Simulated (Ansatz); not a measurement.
Input of an Ansatz 0.2.0 run:

Contents of input.yaml:

```yaml
crystal:
  lattice:
    - [1.6712035, -2.472467, 0.0]
    - [1.6712035, 2.472467, 0.0]
    - [0.0, 0.0, 4.447011]
  atoms:
    - { symbol: Hf, position: [0.0, 0.0, 0.0] }
    - { symbol: Mo, position: [0.5, 0.5, 0.5] }
hamiltonian:
  xc: pbe
  pseudopotentials: { kind: paw_fr }
magnetization:
  noncollinear: true
  spin_orbit: true
kpoints:
  mp_grid: { grid: [10, 10, 6] }
  band_path:
    path:
      - [[0.0, 0.0, 0.0], [0.3642188213, 0.3642188213, 0.0], [0.0, 0.5, 0.0], [0.0, 0.5, 0.5], [0.3642188213, 0.3642188213, 0.5], [0.0, 0.0, 0.5], [0.0, 0.0, 0.0], [-0.5, 0.5, 0.0], [-0.3642188213, 0.6357811787, 0.0], [-0.3642188213, 0.6357811787, 0.5], [-0.5, 0.5, 0.5], [-0.5, 0.5, 0.0]]
      - [[0.0, 0.0, 0.5], [-0.5, 0.5, 0.5]]
    npoints: 14
scf:
  occupations: { method: fermi_dirac, width: 0.05 }
  n_extra_bands: 6
output:
  forces: true
  stress: true
  eigenvalues: true
  fatbands: false
```

Potentials or basis: Ansatz PAW.

Launch:

```console
$ ansatz run input.yaml --threads 2 --pin off --max-ram 5632MiB --backend cpu --events-out ev --progress --plain --runs-dir out
```

(1) Estimate the pressure.

(2) What does it give for the band gap on the k mesh?

Answers

(1) -0.1 GPa.

(2) none (metal or under the smearing width).
